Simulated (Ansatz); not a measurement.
# CuNi2: the cost of one run

Program: Ansatz 0.2.0. Level of theory: DFT PBE, scalar-relativistic, plane waves, PAW. These are calculated values, not measurements.

### Step 1. The structure to begin with

The structure is hexagonal, space group P6_3/mmc (No. 194). The conventional cell has a = 2.498 Å, b = 2.498 Å, c = 12.169 Å, α = 90.00°, β = 90.00°, γ = 120.00°. Cu (site symmetry -6m2) is surrounded by 6 Ni at 2.49 Å and 6 Cu at 2.50 Å. Around Ni (site symmetry 3m) lie 9 Ni at 2.49 to 2.50 Å and 3 Cu at 2.49 Å.

Structure file:

```cif
data_structure
_symmetry_space_group_name_H-M 'P6_3/mmc'
_symmetry_Int_Tables_number 194
_cell_length_a 2.4977
_cell_length_b 2.4977
_cell_length_c 12.1690
_cell_angle_alpha 90.000
_cell_angle_beta 90.000
_cell_angle_gamma 120.000
_cell_volume 65.74
loop_
_atom_site_label
_atom_site_type_symbol
_atom_site_symmetry_multiplicity
_atom_site_Wyckoff_symbol
_atom_site_fract_x
_atom_site_fract_y
_atom_site_fract_z
_atom_site_occupancy
Cu1 Cu 2 d 0.33333 0.66667 0.75000 1
Ni1 Ni 4 f 0.33333 0.66667 0.08333 1
```

The start is an ordering of an alloy on its end members' structure types: elements ordered on the sites of the Co type, Cu/Ni on Co (P6_3/mmc, No. 194).

### Step 2. A first look at the guess

The input, input.yaml:

```yaml
crystal:
  lattice:
    - [2.49765736, 0.0, 0.0]
    - [-1.24882868, 2.16303472, 0.0]
    - [0.0, 0.0, 12.16901124]
  atoms:
    - { symbol: Cu, position: [0.33333333, 0.66666667, 0.75] }
    - { symbol: Cu, position: [0.66666667, 0.33333333, 0.25] }
    - { symbol: Ni, position: [0.33333333, 0.66666667, 0.08333333], spin: 2.0 }
    - { symbol: Ni, position: [0.33333333, 0.66666667, 0.41666667], spin: 2.0 }
    - { symbol: Ni, position: [0.66666667, 0.33333333, 0.91666667], spin: 2.0 }
    - { symbol: Ni, position: [0.66666667, 0.33333333, 0.58333333], spin: 2.0 }
basis:
  ecutwfc: 420
kpoints:
  mp_grid: { grid: [6, 6, 2] }
hamiltonian:
  xc: pbe
scf:
  occupations: { method: gaussian, width: 0.1 }
  lower_state_search: "off"
output:
  forces: true
  stress: true
  eigenvalues: true
  populations: true
magnetization:
  spin_polarized: true
```

The run is started by

```
> ansatz run input.yaml --threads 1 --pin off --max-ram 2560MiB --backend cpu --events-out ev --progress --plain --runs-dir out
```

**Question.** How long does this run take on 1 thread of Arm Neoverse V1, shared host, and how much memory does it need?

About 19 s, with a peak of 0.41 GiB.
